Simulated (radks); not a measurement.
# Zr³³⁺ in [He] 2s2 2p3: an all-electron calculation

An exercise on one series of results from a longer session: the logs are not shown, and one member is left open.

Method: scalar-relativistic Kohn-Sham, r2SCAN, spin-unpolarised, spherical densities, finite nucleus. Code: radks (a radial shooting solver on a logarithmic mesh, Libxc functionals) version 1.

## The system

```
element            : zirconium (Z = 40)
charge             : +33
electrons          : 7
configuration      : [He] 2s2 2p3
nuclear rms radius : 4.2694 fm
```

Outer shells as boxes (Hund's rule):

Zr³³⁺
```
[He] core
2s [↑↓]
2p [↑ ][↑ ][↑ ]
```

Set-up of the first run:

Settings of this run:

```text
Z 40
configuration [He] 2s2 2p3 3s0 3p0
relativity scalar-relativistic
functional r2scan,r2scan
spin unpolarised
nucleus finite rms 4.2694 fm
c 137.035999084
```

On the command line:

```
$ python run_ks.py task.json out
```

All runs below come from this command, one after another.

One of the session's tables, all rows but one given; the rest of the session is left out.

It belongs to the step «Shells». Sizes of the orbitals, from the radial functions (bohr):

| level | <r> | outermost maximum (interpolated) | 90 % within | nodes |
| --- | --- | --- | --- | --- |
| 1s | 0.03695 | 0.0241 | 0.0661 | 0 |
| 2s | 0.1552 | 0.133 | 0.238 | 1 |
| 2p | 0.1338 | 0.106 | 0.216 | 0 |
| 3s | 0.3678 | 0.351 | 0.533 | 2 |
| 3p | ? | ? | ? | ? |

**Question.** Estimate the row for 3p.

The run gave: <r>: 0.3510; outermost maximum (interpolated): 0.332; 90 % within: 0.519; nodes: 1. In the column «<r>» it lies between 2s (0.1552) and 3s (0.3678).

To keep in mind: Spin polarisation and multiplet splitting are left out.
